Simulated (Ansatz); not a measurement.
# Al (Aluminum): a relaxation

Wanted: a converged relaxation for Al (Aluminum), and a check of what comes out.

Computed with Ansatz 0.2.0 (DFT, PBEsol, PAW with Ansatz's default frozen-core files, scalar-relativistic; relaxation of cell and atoms, unless a step's input says otherwise).

## Step 1: The structure to begin with

Symmetry: Fm-3m, No. 225, cubic system. Conventional cell: a = 4.050 Å, b = 4.050 Å, c = 4.050 Å, α = 90.00°, β = 90.00°, γ = 90.00°. Al (site symmetry m-3m) has 12 Al at 2.86 Å as nearest neighbours.

Structure file:

```xyz
1
Lattice="0.0000 2.0248 2.0248 2.0248 0.0000 2.0248 2.0248 2.0248 0.0000" Properties=species:S:1:pos:R:3 pbc="T T T"
Al    0.0000    0.0000    0.0000
```

## Step 2: Running it

Contents of input.yaml:

```yaml
crystal:
  lattice:
    - [0.0, 2.024805, 2.024805]
    - [2.024805, 0.0, 2.024805]
    - [2.024805, 2.024805, 0.0]
  atoms:
    - { symbol: Al, position: [0.0, 0.0, 0.0] }
kpoints:
  mp_grid: { grid: [14, 14, 14] }
scf:
  occupations: { method: fermi_dirac, width: 0.08 }
  max_iter: 5
hamiltonian:
  xc: pbesol
  pseudopotentials: { kind: paw }
relax:
  f_tol: 0.002
  max_steps: 80
  cell: {}
output:
  forces: true
  stress: true
```

On the command line:

```console
$ ansatz run input.yaml --threads 1 --pin off --max-ram 3072MiB --backend cpu --events-out ev --progress --plain --runs-dir out
```

Standard output:

```text
Engine: ansatz 0.2.0
Pseudopotentials: kind: paw
Pseudopotential: Al, paw, valence charge 3, recommended cutoff 420 eV (normal), Al.paw.azcp
Functional definition: PBEsol
  exchange = pbesol_x
  correlation = pbesol_c
Crystal: 1 atoms, lattice volume = 16.603 Å³
Basis set: ecut = 420 eV, 331 PW (Γ), exchange–correlation on 40×40×40 points (8 copies of the dense FFT grid, shifted against one another)
Bands: 6, of which v1, the nominal top of the filled ones, is band 2 counted from 1 (1 counted from 0)
Symmetry: 48 space group operations
Space group: Fm-3m (ITA 225), of the structure as read, at distance tolerance 2.6e-5 Å
k-points: 104 of 2744
Non-local potential: Al, projectors of the file, l = 0: 2, l = 1: 2, l = 2: 1
PAW form: soft (Blöchl's): semilocal exchange-correlation on the pseudo side does not see the compensation charge
PAW frozen core: Al, regenerated for the run's functional, and the local potential with it (the file was generated under x = pbe(κ = 0.804, μ = 0.2195149727645171), c = pbe(β = 0.06672455060314922))
PAW one-centre angular grid: Al, 110 points (default); XC on 64 Gauss nodes
Initial density: superposition of atomic densities (neutral atoms: chi_scale 0, normalization atom), corrected by the library's trained network
Initial wavefunctions: pseudopotential atomic-orbital guess
Functional: x = pbesol(κ = 0.804, μ = 0.12345679012345678), c = pbesol(β = 0.046)
SCF iter   1: F=—  HF=-524.542986 eV  |F-HF|=—  |Δ(HF+E_count)|=         —  Δρ=6.70e-4  dr2=3.23e-5  ethr=1.77e-3  ⟨swp⟩=4.7  Hψ=5359  notcnv=0
preconditioner: auto → none  [metal: Δε(μ)=0.043 eV  Ē_g=13.120 eV  σ=0.080 eV  W_gap=0.13  n_scr=0 (ndim 8)  ℏωp=15.8 eV  f_vac=0.000  D(μ)=0.50/eV (n_scr^D=0)]
SCF iter   2: F=—  HF=-524.543015 eV  |F-HF|=—  |Δ(HF+E_count)|=   2.86e-5  Δρ=3.47e-4  dr2=9.13e-6  ethr=1.08e-6  ⟨swp⟩=1.9  Hψ=1572  notcnv=0
SCF iter   3: F=—  HF=-524.543021 eV  |F-HF|=—  |Δ(HF+E_count)|=   6.21e-6  Δρ=2.50e-5  dr2=1.16e-7  ethr=3.04e-7  ⟨swp⟩=1.0  Hψ=1511  notcnv=0
SCF iter   4: F=-524.543021 eV  HF=-524.543021 eV  |F-HF|=7.62e-9  |Δ(HF+E_count)|=   3.10e-8  Δρ=1.07e-5  dr2=2.10e-8  ethr=3.33e-9  ⟨swp⟩=3.1  Hψ=1230  notcnv=0
SCF 1 converged in 4 iterations: F = -524.543021 eV  dr2 = 2.10e-8
relax step   1: F+E_penalty+E_count = -524.54302083 eV  Δ(F+E_penalty+E_count) = +0.000e0 eV  max|allowed force component| = 0.000e0 eV/Å  Δτ_max = 0.0000 Å  P = -2.127 GPa  Ω = 16.603 Å³  (4 SCF iters, dr2 threshold 1.00e-7 eV, accepted)
Crystal: 1 atoms, lattice volume = 16.085 Å³
Initial density: handed on by an earlier stage of this run
Initial wavefunctions: those handed on with the density
iter 1 solved again at ethr=3.47e-6 eV; its pass at ethr=3.10e-3 eV (dr2=1.04e-4 eV) is discarded
SCF iter   1: F=—  HF=-524.546355 eV  |F-HF|=—  |Δ(HF+E_count)|=         —  Δρ=8.45e-4  dr2=1.14e-4  ethr=3.47e-6  ⟨swp⟩=2.0  Hψ=6281  notcnv=0
preconditioner: auto → none  [metal: Δε(μ)=0.065 eV  Ē_g=13.398 eV  σ=0.080 eV  W_gap=0.20  n_scr=0 (ndim 8)  ℏωp=16.0 eV  f_vac=0.000  D(μ)=0.47/eV (n_scr^D=0)]
SCF iter   2: F=—  HF=-524.546243 eV  |F-HF|=—  |Δ(HF+E_count)|=   1.12e-4  Δρ=4.07e-4  dr2=2.62e-5  ethr=3.47e-6  ⟨swp⟩=1.0  Hψ=624  notcnv=0
SCF iter   3: F=—  HF=-524.546224 eV  |F-HF|=—  |Δ(HF+E_count)|=   1.97e-5  Δρ=5.98e-6  dr2=3.81e-9  ethr=3.33e-9  ⟨swp⟩=3.0  Hψ=1881  notcnv=0
SCF iter   4: F=-524.546224 eV  HF=-524.546224 eV  |F-HF|=5.13e-11  |Δ(HF+E_count)|=   2.10e-9  Δρ=6.28e-7  dr2=3.23e-11  ethr=1.27e-10  ⟨swp⟩=1.5  Hψ=1722  notcnv=0
SCF 2 converged in 4 iterations: F = -524.546224 eV  dr2 = 3.23e-11
relax step   2: F+E_penalty+E_count = -524.54622360 eV  Δ(F+E_penalty+E_count) = -3.203e-3 eV  max|allowed force component| = 0.000e0 eV/Å  Δτ_max = 0.0000 Å  P = +0.349 GPa  Ω = 16.085 Å³  energy of the carried Pulay correction = +2.086e-4 eV  (4 SCF iters, dr2 threshold 1.00e-7 eV, accepted)
Crystal: 1 atoms, lattice volume = 16.156 Å³
iter 1 solved again at ethr=7.03e-8 eV; its pass at ethr=3.10e-3 eV (dr2=2.11e-6 eV) is discarded
SCF iter   1: F=—  HF=-524.546256 eV  |F-HF|=—  |Δ(HF+E_count)|=         —  Δρ=1.20e-4  dr2=2.32e-6  ethr=7.03e-8  ⟨swp⟩=2.5  Hψ=5941  notcnv=0
preconditioner: auto → none  [metal: Δε(μ)=0.061 eV  Ē_g=13.359 eV  σ=0.080 eV  W_gap=0.19  n_scr=0 (ndim 8)  ℏωp=16.0 eV  f_vac=0.000  D(μ)=0.48/eV (n_scr^D=0)]
SCF iter   2: F=—  HF=-524.546268 eV  |F-HF|=—  |Δ(HF+E_count)|=   1.26e-5  Δρ=5.74e-5  dr2=5.27e-7  ethr=7.03e-8  ⟨swp⟩=1.0  Hψ=624  notcnv=0
SCF iter   3: F=-524.546268 eV  HF=-524.546268 eV  |F-HF|=5.17e-11  |Δ(HF+E_count)|=   6.94e-7  Δρ=7.93e-7  dr2=5.51e-11  ethr=3.33e-9  ⟨swp⟩=2.3  Hψ=1748  notcnv=0
SCF 3 converged in 3 iterations: F = -524.546268 eV  dr2 = 5.51e-11
relax step   3: F+E_penalty+E_count = -524.54626769 eV  Δ(F+E_penalty+E_count) = -4.408e-5 eV  max|allowed force component| = 0.000e0 eV/Å  Δτ_max = 0.0000 Å  P = -0.017 GPa  Ω = 16.156 Å³  energy of the carried Pulay correction = +1.796e-4 eV  (3 SCF iters, dr2 threshold 1.00e-7 eV, accepted)
Initial wavefunctions: pseudopotential atomic-orbital guess (no wavefunctions were taken with the density)
iter 1 solved again at ethr=3.25e-9 eV; its pass at ethr=3.10e-3 eV (dr2=9.74e-8 eV) is discarded
SCF iter   1: F=—  HF=-524.546098 eV  |F-HF|=—  |Δ(HF+E_count)|=         —  Δρ=1.96e-5  dr2=5.78e-9  ethr=3.25e-9  ⟨swp⟩=3.2  Hψ=7368  notcnv=0
SCF iter   2: F=—  HF=-524.546113 eV  |F-HF|=—  |Δ(HF+E_count)|=   1.49e-5  Δρ=9.81e-6  dr2=1.43e-9  ethr=1.93e-10  ⟨swp⟩=2.1  Hψ=778  notcnv=0
SCF iter   3: F=-524.546113 eV  HF=-524.546113 eV  |F-HF|=2.05e-12  |Δ(HF+E_count)|=   4.10e-9  Δρ=2.56e-7  dr2=7.05e-12  ethr=1.00e-12  ⟨swp⟩=3.1  Hψ=2048  notcnv=0
SCF 4 converged in 3 iterations: F = -524.546113 eV  dr2 = 7.05e-12
relax step   4: F+E_penalty+E_count = -524.54611280 eV  Δ(F+E_penalty+E_count) = +1.549e-4 eV  max|allowed force component| = 0.000e0 eV/Å  Δτ_max = 0.0000 Å  P = -0.035 GPa  Ω = 16.156 Å³  stress off target by 3.46e-2 GPa  SCF on the basis re-selected at this cell (its energy is not comparable with the rows above)  (3 SCF iters)
basis re-selected at this cell: Δ(F+E_penalty+E_count) = +1.549e-4 eV, ΔP = -0.017 GPa vs the last step (what re-selecting the basis moved, of the pressure what is left beyond the Pulay correction that the steps carried, after the strain that the cell walked since its last selection, with what the two solves' SCF thresholds leave and, on support functions, any second-order correction that the steps lacked; it is no measure of the basis error at this ecutwfc). This SCF's stress stands 3.46e-2 GPa from its target on what of the cell is left free (relax.cell.stress_tol is 5.00e-2 GPa) and its largest allowed force component is 0.00e0 eV/Å (relax.f_tol is 2.00e-3 eV/Å): within both
SCF converged after 3 iterations
Free energy (F): -524.546113 eV
Harris-Foulkes:  -524.546113 eV  (|F-HF|=2.05e-12)
Internal energy: -524.536127 eV  (E = F + TS)
E sigma→0 (E₀):  -524.541120 eV
Entropy (-TS):   -0.009986 eV (-9.986 meV/atom)
Fermi energy:    8.079562 eV
--- Per-component energies (eV) ---
  E_band       = 10.891355
  E_kinetic    = 23.161464
  E_local      = 10.104277  (includes V_loc(G=0)·N_el)
  E_nonlocal   = 10.375918
  E_hartree    = 0.106865
  E_xc         = -39.532715
  E_vxc        = -29.326016  (∫ρ·V_xc dr)
  E_paw        = -454.737471  (= ΣΔE_a)
  E_vpaw       = -3.638014  (= ΣTr[D̂ρ^β])
  E_aug_tail   = -0.000003  (compensation charges beyond the density's cutoff)
  E_ewald      = -74.033601
  E_core_change = 0.019139  (= ΣΔE_core)
  E_smearing   = -0.009986  (= −TS)
  E_closure    = 0.000000  (closes the sum)
  Σ components = -524.546113   (vs F -524.546113, Δ=0.00e0)
--- Forces (eV/Å), atoms counted from 1 ---
  atom   1  Al     0.00000000     0.00000000     0.00000000
  max |Σ_I F_I| component: 7.19e-33 eV/Å
--- Stress (GPa, compression-positive) ---
       -0.034605       0.000000       0.000000
        0.000000      -0.034605       0.000000
        0.000000       0.000000      -0.034605
  P = ⅓ Tr σ = -0.0346 GPa (-0.346 kbar)
--- Relaxed structure (3 steps of the walk, 3 accepted, 1 SCFs on fresh bases) ---
  F+E_penalty+E_count = -524.54611280 eV   max|allowed force component| = 0.000e0 eV/Å   (the final SCF, on the basis selected at the relaxed cell)
  cell:  # Å, volume = 16.1557 Å³
    - [1.019074406579118e-33, 2.006465602565745, 2.006465602565745]
    - [2.006465602565745, 1.7833802115134564e-33, 2.006465602565745]
    - [2.006465602565745, 2.006465602565745, 8.552847072295026e-50]
  atoms:
    - { symbol: Al, position: [0.0, 0.0, 0.0] }
```

It took 3 s on 1 thread of Arm Neoverse V1, shared host; peak memory 0.26 GiB.

## Step 3: Checking the result

This run ends as converged. Convergence says nothing about whether the input makes sense.

In the input, scf.max_iter is 5. What could go wrong: too low a cap on iterations. The run converged, but that does not make its result sound.

To check: delete scf.max_iter (the default then holds).

## Step 4: A check with that setting changed

Other changes include output requests.

Changes to input.yaml since step 2:

```diff
@@ -11,3 +11,2 @@
   occupations: { method: fermi_dirac, width: 0.08 }
-  max_iter: 5
 hamiltonian:
@@ -22 +21,5 @@
   stress: true
+  write_density: true
+  write_potential: true
+  elf: true
+  volumetric_format: npy
```

On the command line:

```console
$ ansatz run input.yaml --threads 1 --pin off --max-ram 3072MiB --backend cpu --events-out ev --progress --plain --runs-dir out
```

Excerpt of the output:

```text
[...]
Basis set: ecut = 420 eV, 331 PW (Γ), exchange–correlation on 40×40×40 points (8 copies of the dense FFT grid, shifted against one another)
[...]
k-points: 104 of 2744
[...]
SCF iter   1: F=—  HF=-524.542986 eV  |F-HF|=—  |Δ(HF+E_count)|=         —  Δρ=6.70e-4  dr2=3.23e-5  ethr=1.77e-3  ⟨swp⟩=4.7  Hψ=5359  notcnv=0
preconditioner: auto → none  [metal: Δε(μ)=0.043 eV  Ē_g=13.120 eV  σ=0.080 eV  W_gap=0.13  n_scr=0 (ndim 8)  ℏωp=15.8 eV  f_vac=0.000  D(μ)=0.50/eV (n_scr^D=0)]
SCF iter   2: F=—  HF=-524.543015 eV  |F-HF|=—  |Δ(HF+E_count)|=   2.86e-5  Δρ=3.47e-4  dr2=9.13e-6  ethr=1.08e-6  ⟨swp⟩=1.9  Hψ=1572  notcnv=0
[...]
relax step   1: F+E_penalty+E_count = -524.54302083 eV  Δ(F+E_penalty+E_count) = +0.000e0 eV  max|allowed force component| = 0.000e0 eV/Å  Δτ_max = 0.0000 Å  P = -2.127 GPa  Ω = 16.603 Å³  (6 SCF iters, accepted)
[...]
relax step   2: F+E_penalty+E_count = -524.54622364 eV  Δ(F+E_penalty+E_count) = -3.203e-3 eV  max|allowed force component| = 0.000e0 eV/Å  Δτ_max = 0.0000 Å  P = +0.348 GPa  Ω = 16.085 Å³  energy of the carried Pulay correction = +2.085e-4 eV  (4 SCF iters, d
[...]
relax step   3: F+E_penalty+E_count = -524.54626769 eV  Δ(F+E_penalty+E_count) = -4.405e-5 eV  max|allowed force component| = 0.000e0 eV/Å  Δτ_max = 0.0000 Å  P = -0.017 GPa  Ω = 16.156 Å³  energy of the carried Pulay correction = +1.796e-4 eV  (3 SCF iters, d
[...]
SCF iter   2: F=—  HF=-524.546113 eV  |F-HF|=—  |Δ(HF+E_count)|=   1.49e-5  Δρ=9.81e-6  dr2=1.43e-9  ethr=1.93e-10  ⟨swp⟩=2.1  Hψ=778  notcnv=0
SCF iter   3: F=-524.546113 eV  HF=-524.546113 eV  |F-HF|=2.05e-12  |Δ(HF+E_count)|=   4.10e-9  Δρ=2.56e-7  dr2=7.06e-12  ethr=1.00e-12  ⟨swp⟩=3.5  Hψ=2478  notcnv=0
[...]
relax step   4: F+E_penalty+E_count = -524.54611280 eV  Δ(F+E_penalty+E_count) = +1.549e-4 eV  max|allowed force component| = 0.000e0 eV/Å  Δτ_max = 0.0000 Å  P = -0.035 GPa  Ω = 16.156 Å³  stress off target by 3.46e-2 GPa  SCF on the basis re-selected at this
[...]
SCF converged after 3 iterations
Free energy (F): -524.546113 eV
[...]
E sigma→0 (E₀):  -524.541120 eV
[...]
Fermi energy:    8.079561 eV
[...]
  P = ⅓ Tr σ = -0.0346 GPa (-0.346 kbar)
[...]
--- Relaxed structure (3 steps of the walk, 3 accepted, 1 SCFs on fresh bases) ---
[...]
```

It took 3.3 s on 1 thread of Arm Neoverse V1, shared host; peak memory 0.26 GiB.

Axes a, b and c in the maps are those of this run's conventional cell (a, b, c = 4.013, 4.013, 4.013 Å).

Density in a lattice plane of the grid's cell (edges 4.01 and 4.01 Å, at 0.000 of the third edge), which holds Al.

Ten even steps from ' ' (0.06 e/Å³) to '@' (0.22 e/Å³):
```
    ..--**%%%%##**++====--====++**##%%%%**--..  
....--++%%@@@@%%**++++======++++**%%@@@@%%++--..
====**%%@@@@@@%%##******++******##%%@@@@@@%%**==
##%%%%@@@@@@@@%%%%%%##########%%%%%%@@@@@@@@%%%%
%%%%@@@@@@@@@@@@@@@@@@%%%%%%@@@@@@@@@@@@@@@@@@%%
######%%%%%%@@@@@@@@%%%%##%%%%@@@@@@@@%%%%%%####
++******##%%@@@@@@%%**======**%%@@@@@@%%##******
====++++**%%@@@@%%++--......--++%%@@@@%%**++++==
--====++**##%%%%**--..      ..--**%%%%##**++====
----==++**##%%%%++::          ::++%%%%##**++==--
--====++**##%%%%**--..      ..--**%%%%##**++====
====++++**%%@@@@%%++--......--++%%@@@@%%**++++==
++******##%%@@@@@@%%**======**%%@@@@@@%%##******
######%%%%%%@@@@@@@@%%%%##%%%%@@@@@@@@%%%%%%####
%%%%@@@@@@@@@@@@@@@@@@%%%%%%@@@@@@@@@@@@@@@@@@%%
##%%%%@@@@@@@@%%%%%%##########%%%%%%@@@@@@@@%%%%
====**%%@@@@@@%%##******++******##%%@@@@@@%%**==
....--++%%@@@@%%**++++======++++**%%@@@@%%++--..
    ..--**%%%%##**++====--====++**##%%%%**--..  
      ::++%%%%##**++==------==++**##%%%%++::    
```
Columns run along the first of these edges and rows up along the second, over one cell in 24 and 20 even steps from the bottom left corner. Atoms in the plane (fractional): Al at (0.00, 0.00), Al at (0.50, 0.50).

ELF in the same plane.

Ten even steps from ' ' (0.03) to '@' (0.62):
```
::..    --**####**++==------==++**####**--    ..
      ::++%%%%%%##++++======++++##%%%%%%++::    
....--**%%@@@@%%####**++++++**####%%@@@@%%**--..
++++##%%@@@@@@@@%%%%##########%%%%@@@@@@@@%%##++
####%%@@@@@@@@@@@@@@%%######%%@@@@@@@@@@@@@@%%##
######%%%%@@@@@@@@%%##++++++##%%@@@@@@@@%%%%####
++++**####%%@@@@%%**--......--**%%@@@@%%####**++
====++++##%%%%%%++::          ::++%%%%%%##++++==
----==++**####**--    ..::..    --**####**++==--
------==**####++::    ::--::    ::++####**==----
----==++**####**--    ..::..    --**####**++==--
====++++##%%%%%%++::          ::++%%%%%%##++++==
++++**####%%@@@@%%**--......--**%%@@@@%%####**++
######%%%%@@@@@@@@%%##++++++##%%@@@@@@@@%%%%####
####%%@@@@@@@@@@@@@@%%######%%@@@@@@@@@@@@@@%%##
++++##%%@@@@@@@@%%%%##########%%%%@@@@@@@@%%##++
....--**%%@@@@%%####**++++++**####%%@@@@%%**--..
      ::++%%%%%%##++++======++++##%%%%%%++::    
::..    --**####**++==------==++**####**--    ..
--::    ::++####**==----------==**####++::    ::
```
Columns run along the first of these edges and rows up along the second, over one cell in 24 and 20 even steps from the bottom left corner. Atoms in the plane (fractional): Al at (0.00, 0.00), Al at (0.50, 0.50).

Both are smooth fields of the valence electrons: close to the nuclei they are not physical.

Maxima of ELF outside the ion cores: 0.64 beside Al, off the lines to its neighbours, 1.1 Å from Al; 0.63 on the Al–Al line, 1.0 Å from Al.

| run | ending | energy change | pressure (GPa) | gap (eV) | force (eV/Å) | cycles | time |
| --- | --- | --- | --- | --- | --- | --- | --- |
| first try | converged | 0.0 meV/atom | 0.0 | 0.00 | 0.00 | 14 | 3 s |
| second try | converged | 0 | 0.0 | 0.00 | 0.00 | 16 | 3.3 s |

## Step 5: Results

| quantity | value |
| --- | --- |
| first try | converged |
| setting under test | max_iter 5 |
| second try | converged |
| energy (zero set by the potentials) | -524.5461 eV |
| pressure | -0.03 GPa |
| gap on the mesh | none (metal on this mesh) |
| largest force | 0.000 eV/Å |

In words: Both runs end at the same energy: the doubtful setting did not spoil the result here.
